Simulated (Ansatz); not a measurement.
Born–Oppenheimer molecular dynamics of a periodic cell of 36 atoms, Be (start crystal Be, start structure hcp, volume 1 times the crystal's). It starts from a structure without forces on its atoms.

Theory: Ansatz, DFT PBEsol, scalar-relativistic, plane waves, PAW. Settings: accuracy low, cutoff 420 eV, k mesh 2x2x2, fermi-dirac smearing 0.17 eV, no spin polarisation.

```yaml
ensemble: NVT, Langevin thermostat
time_step: 1.5 fs
steps_asked: 60
set_temperature: 2000 K
friction: 0.02 /fs
seed: 793315
```

First frame:

```xyz
36
Lattice="6.8700 0.0000 0.0000 -3.4350 5.9496 0.0000 0.0000 0.0000 7.1769" Properties=species:S:1:pos:R:3
Be 0.000 0.000 0.000
Be 0.000 1.322 1.794
Be 0.000 0.000 3.588
Be 0.000 1.322 5.383
Be -1.145 1.983 0.000
Be -1.145 3.305 1.794
Be -1.145 1.983 3.588
Be -1.145 3.305 5.383
Be -2.290 3.966 0.000
Be -2.290 5.288 1.794
Be -2.290 3.966 3.588
Be -2.290 5.288 5.383
Be 2.290 0.000 0.000
Be 2.290 1.322 1.794
Be 2.290 0.000 3.588
Be 2.290 1.322 5.383
Be 1.145 1.983 0.000
Be 1.145 3.305 1.794
Be 1.145 1.983 3.588
Be 1.145 3.305 5.383
Be 0.000 3.966 0.000
Be 0.000 5.288 1.794
Be 0.000 3.966 3.588
Be 0.000 5.288 5.383
Be 4.580 0.000 0.000
Be 4.580 1.322 1.794
Be 4.580 0.000 3.588
Be 4.580 1.322 5.383
Be 3.435 1.983 0.000
Be 3.435 3.305 1.794
Be 3.435 1.983 3.588
Be 3.435 3.305 5.383
Be 2.290 3.966 0.000
Be 2.290 5.288 1.794
Be 2.290 3.966 3.588
Be 2.290 5.288 5.383
```

(1) What does the run give?

(2) What happens to the structure?

(3) How do temperature and energy run in time?

Answers

(1) The run went to its last step.

| Quantity | Value |
| --- | --- |
| steps done | 60 |
| time covered | 90 fs |
| mean temperature over the second half | 1647 K |
| spread of the potential energy over the second half | 15.4 meV per atom |
| mean potential energy of the second half above the start | 225.2 meV per atom |

The mean temperature of the second half is 18 % below the set value. A run of 0.09 ps of so small a system gives no equilibrium averages. Limits of this set-up: coarse k mesh, low accuracy level.

(2) Mean squared displacements from the first frame to the last, about the centre of mass: Be 0.07 Å². This is one draw of velocities; another would differ in detail.

(3) 
```json
{"time (fs)": "0.0", "T (K)": "1944", "potential energy less start (eV)": "0.000"}
{"time (fs)": "3.0", "T (K)": "1746", "potential energy less start (eV)": "0.675"}
{"time (fs)": "6.0", "T (K)": "1305", "potential energy less start (eV)": "2.400"}
{"time (fs)": "9.0", "T (K)": "1010", "potential energy less start (eV)": "4.476"}
{"time (fs)": "12.0", "T (K)": "881", "potential energy less start (eV)": "6.063"}
{"time (fs)": "15.0", "T (K)": "799", "potential energy less start (eV)": "6.955"}
{"time (fs)": "18.0", "T (K)": "1123", "potential energy less start (eV)": "6.963"}
{"time (fs)": "21.0", "T (K)": "1183", "potential energy less start (eV)": "6.601"}
{"time (fs)": "24.0", "T (K)": "1380", "potential energy less start (eV)": "6.476"}
{"time (fs)": "27.0", "T (K)": "1391", "potential energy less start (eV)": "6.765"}
{"time (fs)": "30.0", "T (K)": "1415", "potential energy less start (eV)": "7.336"}
{"time (fs)": "33.0", "T (K)": "1444", "potential energy less start (eV)": "7.696"}
{"time (fs)": "36.0", "T (K)": "1630", "potential energy less start (eV)": "7.649"}
{"time (fs)": "39.0", "T (K)": "1551", "potential energy less start (eV)": "7.758"}
{"time (fs)": "42.0", "T (K)": "1465", "potential energy less start (eV)": "7.991"}
{"time (fs)": "45.0", "T (K)": "1526", "potential energy less start (eV)": "7.910"}
{"time (fs)": "48.0", "T (K)": "1525", "potential energy less start (eV)": "7.739"}
{"time (fs)": "51.0", "T (K)": "1617", "potential energy less start (eV)": "7.410"}
{"time (fs)": "54.0", "T (K)": "1709", "potential energy less start (eV)": "7.102"}
{"time (fs)": "57.0", "T (K)": "1665", "potential energy less start (eV)": "7.115"}
{"time (fs)": "60.0", "T (K)": "1649", "potential energy less start (eV)": "7.629"}
{"time (fs)": "63.0", "T (K)": "1613", "potential energy less start (eV)": "8.188"}
{"time (fs)": "66.0", "T (K)": "1696", "potential energy less start (eV)": "8.385"}
{"time (fs)": "69.0", "T (K)": "1674", "potential energy less start (eV)": "8.336"}
{"time (fs)": "72.0", "T (K)": "1708", "potential energy less start (eV)": "8.441"}
{"time (fs)": "75.0", "T (K)": "1655", "potential energy less start (eV)": "8.616"}
{"time (fs)": "78.0", "T (K)": "1534", "potential energy less start (eV)": "8.803"}
{"time (fs)": "81.0", "T (K)": "1575", "potential energy less start (eV)": "8.823"}
{"time (fs)": "84.0", "T (K)": "1691", "potential energy less start (eV)": "8.655"}
{"time (fs)": "87.0", "T (K)": "1688", "potential energy less start (eV)": "8.411"}
{"time (fs)": "90.0", "T (K)": "1951", "potential energy less start (eV)": "8.094"}
```

Time of the run: 6.6 min on 1 thread of Arm Neoverse V2, on a shared host, peak memory 0.63 GiB.
